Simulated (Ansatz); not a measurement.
# C2H6Ga (SMILES C[Ga]C) at UB3LYP/6-31G(d) (spherical functions)

What is the vertical ionisation energy of C2H6Ga at UB3LYP/6-31G* (spherical functions)? 

The results are computed with Ansatz 0.2.0.

70 further runs of the same task are left out: 1 that didn't finish, 69 set aside as unsound or not needed.

## 1. The structure to begin with

C2H6Ga has 9 atoms, charge 0, and is taken as a doublet. SMILES: `C[Ga]C`. The shape is that of a PBE0-D4/def2-TZVP optimisation.

Bond lengths: C1–Ga2 1.998 Å, Ga2–C3 1.998 Å, C1–H4 1.095 Å, C1–H5 1.095 Å, C1–H6 1.089 Å, C3–H7 1.089 Å, C3–H8 1.095 Å, C3–H9 1.095 Å. Some angles: C1–Ga2–C3 118.1°, Ga2–C1–H4 108.6°, Ga2–C1–H5 108.9°, Ga2–C1–H6 113.3°, Ga2–C3–H7 113.3°, Ga2–C3–H8 108.8°, Ga2–C3–H9 108.7°, H4–C1–H5 107.9°, H4–C1–H6 109.0°, H5–C1–H6 109.1°.

## 2. A single-point energy at UB3LYP/6-31G(d) (spherical functions)

The input, molecule.yaml:

```yaml
crystal:
  periodic: [false, false, false]
  atoms:
    - {symbol: C, position_ang: [-1.246620, 1.163020, 0.175280]}
    - {symbol: Ga, position_ang: [0.456630, 0.385560, 0.873010]}
    - {symbol: C, position_ang: [1.273950, -1.139610, -0.126050]}
    - {symbol: H, position_ang: [-2.014290, 0.382510, 0.177460]}
    - {symbol: H, position_ang: [-1.092470, 1.479700, -0.861100]}
    - {symbol: H, position_ang: [-1.602690, 2.011340, 0.758180]}
    - {symbol: H, position_ang: [2.201980, -1.496820, 0.318200]}
    - {symbol: H, position_ang: [1.469380, -0.822030, -1.155250]}
    - {symbol: H, position_ang: [0.554120, -1.963680, -0.159730]}
basis:
  gaussian: {orbitals: 6-31G_st_-spherical.json}
magnetization: {spin_polarized: true, initial_magnetization: 1}
hamiltonian: {xc: {name: B3LYP}}
accuracy: high
output: {orbitals: {seedname: orbitals}}
```

The basis set 6-31G* is read from a file made from the Basis Set Exchange's data (not shown).

On the command line:

```sh
$ ansatz run molecule.yaml --threads 1 --pin off --max-ram 3480MiB --events-out events.jsonl --progress --plain --runs-dir runs
```

What it wrote:

```text
Warning: RAYON_NUM_THREADS=1 ignored (pool sized by the plan → 1); use --threads N
Functional definition: B3LYP
  name "B3LYP"
  parameter a0 = 0.2
  parameter ax = 0.72
  parameter ac = 0.81
  exchange = (1 - a0 - ax)*slater_x + ax*b88_x + a0*exact_x
  correlation = (1 - ac)*vwn_rpa_c + ac*lyp_c
1662 factors; integrals over basis functions are off by at most 4.7e-9 eV
mean field evaluation 1: about -54532.7371 eV, gradient 4.6e1 eV
mean field evaluation 2: about -54524.9446 eV, gradient 5.7e1 eV
mean field evaluation 4: about -54542.6654 eV, gradient 2.5e0 eV
mean field evaluation 8: about -54542.8051 eV, gradient 7.1e-2 eV
mean field evaluation 16: about -54542.8052 eV, gradient 4.2e-5 eV
mean field -54542.80518304 eV, -2004.4111200356 hartree, gradient 8.0e-8 eV, S^2 0.751663; 0 other end points of the search recorded, 0 dependent functions left out
reference -54542.80522266 eV, -2004.4111214914 hartree; 25, 24 occupied and 47, 48 virtual orbitals, 1662 factors
Total energy: -54542.80522266 eV, -2004.4111214914 hartree
```

Run time: 11 s. Hardware: 1 thread of Arm Neoverse V2, shared host; peak memory 0.35 GiB.

## 3. The singlet cation

The input, in.yaml:

```yaml
basis:
  gaussian:
    orbitals: 6-31G_st_-spherical.json
crystal:
  periodic: [false, false, false]
  atoms:
    - symbol: C
      position_ang: [-1.246620, 1.163020, 0.175280]
    - symbol: Ga
      position_ang: [0.456630, 0.385560, 0.873010]
    - symbol: C
      position_ang: [1.273950, -1.139610, -0.126050]
    - symbol: H
      position_ang: [-2.014290, 0.382510, 0.177460]
    - symbol: H
      position_ang: [-1.092470, 1.479700, -0.861100]
    - symbol: H
      position_ang: [-1.602690, 2.011340, 0.758180]
    - symbol: H
      position_ang: [2.201980, -1.496820, 0.318200]
    - symbol: H
      position_ang: [1.469380, -0.822030, -1.155250]
    - symbol: H
      position_ang: [0.554120, -1.963680, -0.159730]
total_charge: 1
hamiltonian:
  xc: {name: B3LYP}
accuracy: high
output:
  orbitals: {seedname: orbitals}
```

The basis set 6-31G* is read from a file made from the Basis Set Exchange's data (not shown).

On the command line:

```sh
$ ansatz run in.yaml --threads 1 --pin off --max-ram 3480MiB --events-out events.jsonl --progress --plain --runs-dir runs
```

What it wrote:

```text
Warning: RAYON_NUM_THREADS=1 ignored (pool sized by the plan → 1); use --threads N
Functional definition: B3LYP
  name "B3LYP"
  parameter a0 = 0.2
  parameter ax = 0.72
  parameter ac = 0.81
  exchange = (1 - a0 - ax)*slater_x + ax*b88_x + a0*exact_x
  correlation = (1 - ac)*vwn_rpa_c + ac*lyp_c
1662 factors; integrals over basis functions are off by at most 4.7e-9 eV
mean field evaluation 1: about -54517.1168 eV, gradient 8.6e1 eV
mean field evaluation 2: about -54493.5341 eV, gradient 1.2e2 eV
mean field evaluation 4: about -54535.6790 eV, gradient 7.2e0 eV
mean field evaluation 8: about -54535.8642 eV, gradient 6.5e-1 eV
mean field evaluation 16: about -54535.8657 eV, gradient 3.4e-5 eV
mean field -54535.86567753 eV, -2004.1560979118 hartree, gradient 2.1e-8 eV, S^2 0.000000; 0 other end points of the search recorded, 0 dependent functions left out
reference -54535.86571618 eV, -2004.1560993321 hartree; 24, 24 occupied and 48, 48 virtual orbitals, 1662 factors
Total energy: -54535.86571618 eV, -2004.1560993321 hartree
```

Wall time 6.6 s (1 thread of Arm Neoverse V2, shared host); peak memory 0.23 GiB.

## 4. Results

At UB3LYP/6-31G* (spherical functions):

```
                                          quantity           value
                      doublet C2H6Ga: total energy  -2004.41112 Eh
doublet C2H6Ga: HOMO energy (highest over α and β)        -4.55 eV
 doublet C2H6Ga: LUMO energy (lowest over α and β)        -2.13 eV
                              doublet C2H6Ga: ⟨S²⟩           0.752
                      singlet cation: total energy  -2004.15610 Eh
                       singlet cation: HOMO energy       -13.37 eV
                       singlet cation: LUMO energy        -9.29 eV
                     singlet cation: HOMO–LUMO gap         4.08 eV
vertical ionisation energy (to the singlet cation)        6.940 eV
```

Removing an electron at fixed nuclei costs 6.94 eV (160 kcal/mol). Only the singlet of the ionised species was computed; a triplet could lie lower.
